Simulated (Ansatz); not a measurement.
# C2H4AlCl: how energies converge with the basis set

The task here is to estimate one member of a computed series from the others.

Program: Ansatz 0.2.0, Gaussian basis. Level of theory: one geometry, several basis sets. These are calculated values, not measurements.

Plan: PBE0-D4/def2-SVP; ωB97M-V/def2-SVP; PBE0-D4/def2-QZVPP; ωB97M-V/def2-QZVPP; the functionals' def2-TZVPP values are taken from earlier runs.

## The geometry

All runs share one geometry, relaxed beforehand with PBE0-D4 in a triple-zeta def2 set.

SMILES `[AlH2]/[CH]=C/Cl`, 8 atoms, charge 0, spin multiplicity 1.

Atoms are counted from 1 here; the program's logs count them from 0.

Bond lengths: Al1–C2 1.935 Å, Al1–H5 1.584 Å, Al1–H6 1.586 Å, C2–C3 1.330 Å, C2–H7 1.088 Å, C3–Cl4 1.729 Å, C3–H8 1.085 Å. Angles: C2–Al1–H5 121.1°, C2–Al1–H6 116.6°, H5–Al1–H6 122.2°, Al1–C2–C3 117.8°, Al1–C2–H7 124.9°, C3–C2–H7 117.4°, C2–C3–Cl4 124.7°, C2–C3–H8 124.1°, Cl4–C3–H8 111.1°.

The first run:

The input, in.yaml:

```yaml
crystal:
  periodic: [false, false, false]
  atoms:
    - {symbol: Al, position_ang: [-0.144687, 1.525706, -0.223513]}
    - {symbol: C, position_ang: [0.369555, -0.323842, -0.469180]}
    - {symbol: C, position_ang: [-0.042328, -1.206568, 0.436192]}
    - {symbol: Cl, position_ang: [0.311075, -2.898343, 0.393736]}
    - {symbol: H, position_ang: [0.301924, 2.644002, -1.252766]}
    - {symbol: H, position_ang: [-1.028479, 1.854083, 1.052431]}
    - {symbol: H, position_ang: [0.972052, -0.697676, -1.294342]}
    - {symbol: H, position_ang: [-0.647113, -0.954460, 1.301543]}
basis:
  gaussian: {orbitals: def2-SVP}
hamiltonian: {xc: pbe0, dispersion: d4}
output: {orbitals: {seedname: orbitals}}
```

Run with:

```
ansatz run in.yaml --threads 2 --pin off --events-out ev --progress --plain --max-ram 4352MiB
```

Steps of the session up to this table: PBE0-D4 in def2-SVP; ωB97M-V in def2-SVP; PBE0-D4 in def2-QZVPP; ωB97M-V in def2-QZVPP.

One of the session's tables, all rows but one given; the rest of the session is left out.

It belongs to the step «Density functionals: the series». 

| functional | basis | HOMO (eV) | LUMO (eV) |
| --- | --- | --- | --- |
| PBE0-D4 | def2-SVP | -7.69 | -1.82 |
| PBE0-D4 | def2-TZVPP | ? | ? |
| PBE0-D4 | def2-QZVPP | -7.80 | -1.90 |
| ωB97M-V | def2-SVP | -9.79 | -0.04 |
| ωB97M-V | def2-TZVPP | -9.92 | -0.16 |
| ωB97M-V | def2-QZVPP | -9.95 | -0.29 |

Q: Estimate the row for PBE0-D4, def2-TZVPP from the others.

As computed: HOMO (eV): -7.78; LUMO (eV): -1.87. In the column «HOMO (eV)» it lies between PBE0-D4, def2-QZVPP (-7.80) and PBE0-D4, def2-SVP (-7.69).
